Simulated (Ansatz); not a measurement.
# BGaH₄O: up Jacob's ladder to CCSD(T)

The task here is to estimate one member of a computed series from the others.

Computed with Ansatz 0.2.0, Gaussian basis. Level: functionals in def2-TZVPP, the program's frozen cores in correlated methods.

The runs, in order: LDA (SPW92), PBE-D4, revPBE-D4, BLYP-D4, r2SCAN-D4, B97M-V, PBE0-D4, B3LYP-D4, r2SCANh-D4, r2SCAN0-D4, HSE06-D4, BHLYP-D4, CAM-B3LYP-D4, LC-ωPBE, ωB97X-V, ωB97M-V, B2PLYP, PBE-QIDH; CCSD(T)/def2-SVP; CCSD(T)/def2-TZVPP; MP2/def2-QZVPP; extrapolation to the limit; RPA on PBE.

## The relaxed structure

An earlier PBE0-D4 in a triple-zeta def2 set relaxation fixed the geometry.

7 atoms, charge 0, spin multiplicity 1.

Atoms are counted from 1 here; the program's logs count them from 0.

Bond lengths: B1–O2 1.331 Å, B1–H4 1.208 Å, B1–H5 1.205 Å, O2–Ga3 1.788 Å, Ga3–H6 1.555 Å, Ga3–H7 1.555 Å. Angles: O2–B1–H4 120.8°, O2–B1–H5 118.8°, H4–B1–H5 120.4°, B1–O2–Ga3 149.5°, O2–Ga3–H6 114.4°, O2–Ga3–H7 114.4°, H6–Ga3–H7 131.1°.

Geometry (Å):

```
B    -1.12434    0.11046   -0.97091
O    -0.02134    0.38436   -0.27803
Ga    1.16224   -0.07872    0.97949
H    -1.74243   -0.90890   -0.77280
H    -1.49847    0.89848   -1.80253
H     0.83191    0.45953    2.40066
H     2.39243   -0.86520    0.44412
```

Set-up of the first run:

Input file in.yaml:

```yaml
crystal:
  periodic: [false, false, false]
  atoms:
    - {symbol: B, position_ang: [-1.124345, 0.110456, -0.970912]}
    - {symbol: O, position_ang: [-0.021343, 0.384361, -0.278027]}
    - {symbol: Ga, position_ang: [1.162236, -0.078716, 0.979488]}
    - {symbol: H, position_ang: [-1.742429, -0.908901, -0.772804]}
    - {symbol: H, position_ang: [-1.498472, 0.898475, -1.802533]}
    - {symbol: H, position_ang: [0.831910, 0.459530, 2.400664]}
    - {symbol: H, position_ang: [2.392435, -0.865204, 0.444123]}
basis:
  gaussian: {orbitals: def2-TZVPP}
hamiltonian: {xc: lda}
output: {orbitals: {seedname: orbitals}}
```

The run is started by

```console
> ansatz run in.yaml --threads 2 --pin off --events-out ev --progress --plain --max-ram 4352MiB
```

Steps of the session up to this table: LDA; PBE-D4 (GGA); revPBE-D4 (GGA); BLYP-D4 (GGA); r2SCAN-D4 (meta-GGA); B97M-V (meta-GGA); PBE0-D4 (hybrid); B3LYP-D4 (hybrid); r2SCANh-D4 (hybrid); r2SCAN0-D4 (hybrid); HSE06-D4 (hybrid); BHLYP-D4 (hybrid); CAM-B3LYP-D4 (range-separated); LC-ωPBE (range-separated); ωB97X-V (range-separated); ωB97M-V (range-separated); B2PLYP (double hybrid); PBE-QIDH (double hybrid).

One of the session's tables, all rows but one given; the rest of the session is left out.

It belongs to the step «Frontier levels by functional». 

| functional | HOMO (eV) | LUMO (eV) | gap (eV) |
| --- | --- | --- | --- |
| LDA (SPW92) | -6.40 | -2.72 | 3.68 |
| PBE-D4 | -6.31 | -2.46 | 3.86 |
| revPBE-D4 | ? | ? | ? |
| BLYP-D4 | -6.26 | -2.42 | 3.84 |
| r2SCAN-D4 | -6.58 | -2.14 | 4.45 |
| B97M-V | -6.69 | -2.42 | 4.27 |
| PBE0-D4 | -7.67 | -1.63 | 6.03 |
| B3LYP-D4 | -7.49 | -1.93 | 5.56 |
| r2SCANh-D4 | -7.09 | -1.85 | 5.24 |
| r2SCAN0-D4 | -7.86 | -1.44 | 6.43 |
| HSE06-D4 | -7.26 | -2.00 | 5.26 |
| BHLYP-D4 | -9.03 | -0.90 | 8.13 |
| CAM-B3LYP-D4 | -9.12 | -0.76 | 8.36 |
| LC-ωPBE | -10.45 | 0.47 | 10.92 |
| ωB97X-V | -10.12 | 0.31 | 10.43 |
| ωB97M-V | -9.99 | 0.05 | 10.05 |

Q: Estimate the row for revPBE-D4 from the others.

**Answer.** HOMO (eV): -6.27; LUMO (eV): -2.34; gap (eV): 3.93. In the column «HOMO (eV)» it lies between PBE-D4 (-6.31) and BLYP-D4 (-6.26).
